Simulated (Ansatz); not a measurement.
Crystal: CsLiCr2Te2S3.

```
Cs Li Cr Te S
1.0
     3.67471   -0.00018   -0.00146
     0.00068    6.25849    0.00267
     0.09970    0.01509   18.87835
Cs Li Cr Te S
2 2 4 4 6
Direct
  0.00702 0.99658 0.60964
  0.50622 0.49563 0.63737
  0.49757 0.83290 0.98554
  0.99760 0.33501 0.98513
  0.99390 0.00068 0.13453
  0.49393 0.50024 0.13461
  0.00147 0.66940 0.83098
  0.50140 0.16737 0.83340
  0.01027 0.59621 0.46271
  0.51068 0.22697 0.45459
  0.49158 0.83669 0.22777
  0.99165 0.33648 0.22784
  0.99971 0.99979 0.90043
  0.49974 0.50461 0.89926
  0.99553 0.66614 0.07188
  0.49551 0.16656 0.07160
  0.50316 0.84068 0.76492
  0.00305 0.32804 0.76778
```

The cell was built by a generator and needn't be a form met in nature.

| Quantity | Value |
| --- | --- |
| Program | Ansatz 0.2.0 |
| Task | relaxation of cell and atoms |
| Functional | PBEsol |
| Dispersion | D3(BJ) |
| Potentials or basis | Ansatz PAW |
| Cutoff | 420 eV (not typed: the program's choice for these potentials) |
| k mesh | 5 × 3 × 1 |
| Occupations | fermi-dirac, width 0.05 eV |
| Spin | collinear spin, ferromagnetic start |
| Starting moments | [0.0, 0.0, 0.0, 0.0, 3.0, 3.0, 3.0, 3.0, 0.0, 0.0, 0.0, 0.0, 0.0, 0.0, 0.0, 0.0, 0.0, 0.0] μB |

At the start: volume 24.12 Å³/atom.

Where does the relaxation end?

It ends after 8 steps and the volume is 20.71 Å³/atom (-14.2 %); space group Pm (No. 6, to 0.05 Å); moment 11.21 μB per cell.

The path:
```
step  energy change (eV)  largest force (eV/Å)  volume (Å³)
   1              0.0000                0.3062       434.17
   2             -0.3489                0.4782       389.40
   3             -0.5031                0.1695       376.03
   4             -0.5294                0.2498       373.48
   5             -0.5384                0.2246       368.96
   6             -0.5547                0.0118       372.46
   7             -0.5547                0.0084       372.73
   8             -0.5479                0.0088       372.73
```

Final structure:
```
Cs Li Cr Te S
1.0
     3.56443   -0.00018   -0.01021
     0.00066    6.05020    0.02768
     0.05115    0.09071   17.28367
Cs Li Cr Te S
2 2 4 4 6
Cartesian
  0.0318 6.1082 10.3407
  1.8148 3.0792 10.7711
  1.8335 5.1306 17.1541
  3.6150 2.1113 17.1163
  3.5713 -0.0112 2.5216
  1.7899 3.0293 2.5333
  0.0431 4.1282 14.3318
  1.8248 1.0926 14.3760
  0.0226 3.7273 7.5956
  1.8055 1.4108 7.4401
  1.7948 5.0458 4.3142
  3.5769 2.0188 4.2477
  3.6111 6.1205 15.6415
  1.8290 3.1368 15.6066
  3.5688 4.0254 1.3753
  1.7860 1.0002 1.3793
  1.8220 5.1724 13.1037
  0.0390 2.0562 13.1535
```

Caveat: the plane-wave basis is chosen anew once the cell has moved, so the energies of steps on either side of that aren't comparable; only a ferromagnetic start was run, and an antiferromagnetic order may lie lower in energy; pairwise dispersion overbinds metals, which lowers pressure and volume; the PAW data sets come from PBE, with cores solved anew for the run's functional, which leaves a small shift of forces and pressure.
